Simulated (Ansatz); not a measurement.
# Ba2Tl5V3O12: relaxation of cell and atoms with PBE

Crystal: Ba2Tl5V3O12.

```
Ba V Tl O
1.0
     6.49009   -6.67692    0.00000
     6.49009    6.67692    0.00000
    -2.00957    0.00000    5.73760
Ba V Tl O
2 3 5 12
Direct
  0.47917 0.52083 0.00000
  0.79264 0.20736 0.00000
  0.65694 0.94605 0.25735
  0.05395 0.34306 0.74265
  0.57442 0.42558 0.50000
  0.49835 0.85629 0.63726
  0.14371 0.50165 0.36274
  0.01508 0.98492 0.50000
  0.30964 0.12677 0.21892
  0.87323 0.69036 0.78108
  0.00390 0.26325 0.44275
  0.59719 0.60676 0.67706
  0.91333 0.42820 0.84635
  0.52536 0.79943 0.20594
  0.68766 0.41628 0.31356
  0.09251 0.20316 0.88601
  0.58372 0.31234 0.68644
  0.79684 0.90749 0.11399
  0.57180 0.08667 0.15365
  0.20057 0.47464 0.79406
  0.73675 0.99610 0.55725
  0.39324 0.40281 0.32294
```

The cell was built by a generator and needn't be a form met in nature.

- Program: Ansatz 0.2.0
- Task: relaxation of cell and atoms
- Functional: PBE
- Potentials or basis: Ansatz PAW
- Cutoff: 420 eV (not typed: the program's choice for these potentials)
- k mesh: 2 × 2 × 4
- Occupations: fermi-dirac, width 0.05 eV
- Spin: collinear spin, ferromagnetic start
- Starting moments: [0.0, 0.0, 2.0, 2.0, 2.0, 0.0, 0.0, 0.0, 0.0, 0.0, 0.0, 0.0, 0.0, 0.0, 0.0, 0.0, 0.0, 0.0, 0.0, 0.0, 0.0, 0.0] μB
- Target pressure: 5 GPa
- Target pressure (GPa): 5

```yaml
Relaxed_volume: 17.54 Å³/atom
Relaxed_cell: a = 8.144 Å, b = 8.144 Å, c = 6.186 Å, α = 102.00°, β = 102.00°, γ = 97.56°
Space_group_after_relaxing_to_0.05_Å: C2 (No. 5)
Energy_change_on_relaxing_the_enthalpy_is_what_falls: +67.5 meV/atom
Ionic_steps: 17
Pressure_after_relaxing: 5.0 GPa
Largest_force_after_relaxing: 0.007 eV/Å
Band_gap_on_the_k_mesh: 2.58 eV, direct
Net_moment: 0.00 μB per cell
Absolute_moment: 0.00 μB per cell
```

Forces on the atoms (eV/Å):
```
Ba   0.000 -0.002  0.000
Ba   0.000 -0.001  0.000
V    0.000 -0.003  0.001
V    0.000 -0.003 -0.001
V    0.000  0.007  0.000
Tl   0.000  0.001  0.000
Tl   0.000  0.001  0.000
Tl   0.000  0.000  0.000
Tl   0.000  0.000  0.000
Tl   0.000  0.000  0.000
O    0.000  0.001  0.002
O   -0.001 -0.002  0.000
O   -0.001  0.002 -0.002
O    0.001 -0.001 -0.001
O   -0.001 -0.001 -0.001
O    0.002  0.002 -0.001
O    0.001 -0.001  0.001
O   -0.002  0.002  0.001
O    0.001  0.002  0.002
O   -0.001 -0.001  0.001
O    0.000  0.001 -0.002
O    0.001 -0.002  0.000
```

Step by step:
```tsv
step	energy change (eV)	largest force (eV/Å)	volume (Å³)
1	0.0000	0.0050	497.26
2	1.1064	0.8505	430.02
3	0.6534	0.3191	428.42
4	0.9735	0.3434	411.53
5	1.0182	0.4901	407.70
6	1.1381	0.2703	399.92
7	1.3235	0.4356	391.41
8	1.3883	0.1099	387.62
9	1.3237	0.0935	389.63
10	1.3395	0.0613	388.88
11	1.3456	0.0125	388.66
12	1.3361	0.0078	388.98
13	1.3932	0.0068	388.98
14	1.4823	0.0247	385.77
15	1.4783	0.0121	385.90
16	1.4786	0.0074	385.89
17	1.4858	0.0075	385.89
```

Final structure:
```cif
data_structure
_symmetry_space_group_name_H-M 'P 1'
_symmetry_Int_Tables_number 1
_cell_length_a 8.1438
_cell_length_b 8.1438
_cell_length_c 6.1856
_cell_angle_alpha 102.002
_cell_angle_beta 102.002
_cell_angle_gamma 97.564
_cell_volume 385.89
loop_
_atom_site_label
_atom_site_type_symbol
_atom_site_fract_x
_atom_site_fract_y
_atom_site_fract_z
_atom_site_occupancy
Ba1 Ba 0.49453 0.50547 0.00000 1
Ba2 Ba 0.80356 0.19644 0.00000 1
V1 V 0.62892 0.92565 0.31351 1
V2 V 0.07435 0.37108 0.68649 1
V3 V 0.58517 0.41483 0.50000 1
Tl1 Tl 0.44212 0.85355 0.71044 1
Tl2 Tl 0.14645 0.55788 0.28956 1
Tl3 Tl 0.04009 0.95991 0.50000 1
Tl4 Tl 0.26251 0.08485 0.16113 1
Tl5 Tl 0.91515 0.73749 0.83887 1
O1 O 0.01830 0.25205 0.40561 1
O2 O 0.60983 0.61584 0.68042 1
O3 O 0.90808 0.42845 0.79881 1
O4 O 0.44265 0.78691 0.28392 1
O5 O 0.72380 0.43403 0.32610 1
O6 O 0.16978 0.24800 0.85041 1
O7 O 0.56597 0.27620 0.67390 1
O8 O 0.75200 0.83022 0.14959 1
O9 O 0.57155 0.09192 0.20119 1
O10 O 0.21309 0.55735 0.71608 1
O11 O 0.74795 0.98170 0.59439 1
O12 O 0.38416 0.39017 0.31958 1
```

Levels at points of the mesh, in eV from the valence-band top:
Spin up:
```tsv
k point	band 96	band 97	band 98	band 99	band 100	band 101
(0.00, 0.00, 0.00)	-0.50	-0.37	-0.21	2.72	2.77	2.98
(0.00, 0.00, -0.50)	-0.39	-0.38	-0.15	2.82	2.99	3.07
(0.00, -0.50, 0.00)	-0.46	-0.44	-0.31	2.66	2.91	3.15
(0.00, -0.50, -0.50)	-0.46	-0.39	0.00	2.58	2.92	3.07
(-0.50, -0.50, 0.00)	-0.53	-0.47	-0.05	2.85	2.86	3.12
(-0.50, -0.50, -0.50)	-0.46	-0.43	-0.05	2.73	2.81	3.07
```
Spin down:
| k point | band 94 | band 95 | band 96 | band 97 | band 98 | band 99 | band 100 | band 101 | band 102 | band 103 |
| --- | --- | --- | --- | --- | --- | --- | --- | --- | --- | --- |
| (0.00, 0.00, 0.00) | -0.65 | -0.57 | -0.50 | -0.37 | -0.21 | 2.72 | 2.77 | 2.98 | 3.10 | 3.18 |
| (0.00, 0.00, -0.50) | -0.65 | -0.47 | -0.39 | -0.38 | -0.15 | 2.82 | 2.99 | 3.07 | 3.12 | 3.41 |
| (0.00, -0.50, 0.00) | -0.69 | -0.55 | -0.46 | -0.44 | -0.31 | 2.66 | 2.91 | 3.15 | 3.27 | 3.31 |
| (0.00, -0.50, -0.50) | -0.68 | -0.46 | -0.46 | -0.39 | 0.00 | 2.58 | 2.92 | 3.07 | 3.23 | 3.25 |
| (-0.50, -0.50, 0.00) | -0.64 | -0.61 | -0.53 | -0.47 | -0.05 | 2.85 | 2.86 | 3.12 | 3.14 | 3.27 |
| (-0.50, -0.50, -0.50) | -0.69 | -0.59 | -0.46 | -0.43 | -0.05 | 2.73 | 2.81 | 3.07 | 3.10 | 3.38 |

Run time: 5.4 min on 8 threads of AMD EPYC 7R43 64-Core Processor (Zen 3), on a shared host, peak memory 2.8 GiB.

Caveat: the volume moved by over 15 % at a fixed basis, so the end points are rough; the plane-wave basis is chosen anew once the cell has moved, so the energies of steps on either side of that aren't comparable; the pressure holds a Pulay correction of +0.4 GPa for the finite cutoff; spin-orbit coupling is left out, which as a rule narrows the gap of such compounds by several tenths of an eV; the starting moments weren't kept. A k mesh can miss the band edges.
